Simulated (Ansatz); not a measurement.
**Cl2H2S2Zr: small, medium and large basis sets**

Aim: see how fast density functionals converge with the basis set for Cl2H2S2Zr.

Method: one geometry, several basis sets; program: Ansatz 0.2.0, Gaussian basis.

Plan: PBE0-D4/def2-SVP; ωB97M-V/def2-SVP; PBE0-D4/def2-QZVPP; ωB97M-V/def2-QZVPP; the functionals' def2-TZVPP values are taken from earlier runs.

### 1 Structure used throughout

The geometry comes from an earlier relaxation with PBE0-D4 in a triple-zeta def2 set; it is a stationary point, not always the lowest conformer. Zr takes the def2 core potential; no spin-orbit term is included.

7 atoms, charge 0, spin multiplicity 1.

Atoms are counted from 1 here; the program's logs count them from 0.

Bond lengths: S1–Zr2 2.409 Å, S1–H6 1.350 Å, Zr2–S3 2.415 Å, Zr2–Cl4 2.326 Å, Zr2–Cl5 2.330 Å, S3–H7 1.350 Å. Angles: Zr2–S1–H6 89.0°, S1–Zr2–S3 104.2°, S1–Zr2–Cl4 109.7°, S1–Zr2–Cl5 111.2°, S3–Zr2–Cl4 110.3°, S3–Zr2–Cl5 108.8°, Cl4–Zr2–Cl5 112.3°, Zr2–S3–H7 90.7°.

Coordinates:

```xyz
7
Cl2H2S2Zr
S    -1.70241   -0.20728    1.60697
Zr   -0.24777   -0.15305   -0.31265
S     1.96271   -0.46635    0.60943
Cl   -0.77748   -1.90338   -1.74943
Cl   -0.33003    1.91937   -1.37438
H    -1.42027    1.09455    1.82886
H     2.51525   -0.28385   -0.60878
```

### 2 PBE0-D4 in def2-SVP

File in.yaml:

```yaml
crystal:
  periodic: [false, false, false]
  atoms:
    - {symbol: S, position_ang: [-1.702414, -0.207282, 1.606972]}
    - {symbol: Zr, position_ang: [-0.247768, -0.153055, -0.312648]}
    - {symbol: S, position_ang: [1.962714, -0.466353, 0.609427]}
    - {symbol: Cl, position_ang: [-0.777481, -1.903379, -1.749428]}
    - {symbol: Cl, position_ang: [-0.330026, 1.919369, -1.374382]}
    - {symbol: H, position_ang: [-1.420274, 1.094550, 1.828857]}
    - {symbol: H, position_ang: [2.515249, -0.283850, -0.608778]}
basis:
  gaussian: {orbitals: def2-SVP}
hamiltonian: {xc: pbe0, dispersion: d4}
output: {orbitals: {seedname: orbitals}}
```

Command:

```console
$ ansatz run in.yaml --threads 4 --pin off --events-out ev --progress --plain --max-ram 10444MiB
```

After this run come: ωB97M-V in def2-SVP; PBE0-D4 in def2-QZVPP; ωB97M-V in def2-QZVPP.

**Question.** What will the summary of the whole plan be? Wanted: PBE0-D4: double and triple zeta above quadruple; ωB97M-V: double and triple zeta above quadruple.

As calculated:

| quantity | value |
| --- | --- |
| PBE0-D4: double and triple zeta above quadruple | 17.84, 1.46 eV |
| ωB97M-V: double and triple zeta above quadruple | 17.60, 1.39 eV |

What this shows: For PBE0-D4 the step from double to triple zeta gains 16.38 eV and the next only 1.46 eV. These are total energies; as a rule much of such shifts cancels in differences, which this series doesn't test.
